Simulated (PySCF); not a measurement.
# NaBe−: bond curves at several levels of theory

An exercise on one series of results from a longer session: the logs are not shown, and one member is left open.

Computed with PySCF 2.14.0. Level: Na def2-SVPD, Be def2-SVPD, no relativity.

4 further runs of the same task are left out: 4 set aside as unsound or not needed.

Set-up of the first run:

A driver script around PySCF takes these settings:

```yaml
atoms: Na, Be
charge: -1
basis: Na def2-SVPD, Be def2-SVPD
Hamiltonian: no relativity
basis_functions: 30
electrons_treated: 16
masses_in_u: 22.9898, 9.0122
levels: PBE0, PBE, r²SCAN, PBEsol, TPSSh, BLYP, MP2, SCS-MP2, CCSD, CCSD(T)
grid: 80 radial by 434 angular points
occupations: held fixed by the projection of orbital angular momentum
dissociation_limit: Na− + Be, each in its ground configuration
starting_distance_in_angstrom: 2.635
values_of_2S_to_try: 0, 2
```

The run is started by

```
> OMP_NUM_THREADS=1 python dia.py task.json out
```

Steps of the session up to this table: The job; The PBE0 curve of the state that the search chose; PBE (GGA); r²SCAN (meta-GGA); PBEsol (GGA); TPSSh; BLYP; MP2 and coupled cluster.

One of the session's tables, all rows but one given; the rest of the session is left out.

Energy (eV) from each level's lowest point:

```
R (Å)  RHF-MP2  RHF-SCS-MP2  RHF-CCSD  RHF-CCSD(T)    PBE
2.826    0.118        0.128       n/a          n/a  0.066
2.957    0.061        0.070     0.083        0.062  0.025
3.089    0.027        0.034     0.047        0.030  0.005
3.187        ?            ?         ?            ?      ?
3.286    0.004        0.008     0.017        0.006  0.001
3.385    0.000        0.002     0.009        0.002  0.007
3.516    0.000        0.000     0.004        0.000  0.019
3.680    0.006        0.002     0.000        0.002  0.040
3.877    0.016        0.009     0.000        0.006  0.069
4.140    0.033        0.021       n/a          n/a  0.110
```

**Question.** Estimate the row for R (Å) = 3.187.

Worked estimate for «RHF-MP2». A straight line through the neighbours (3.089, 0.027) and (3.286, 0.004) gives 0.027 + (0.004 − 0.027) × (3.187 − 3.089) / (3.286 − 3.089) = 0.016; a parabola fitted to 4 rows on both sides gives 0.012.

**Answer.** RHF-MP2: 0.012; RHF-SCS-MP2: 0.018; RHF-CCSD: 0.029; RHF-CCSD(T): 0.015; PBE: 0.000. In «RHF-MP2» the line misses by +0.004 and the parabola by 0.000.
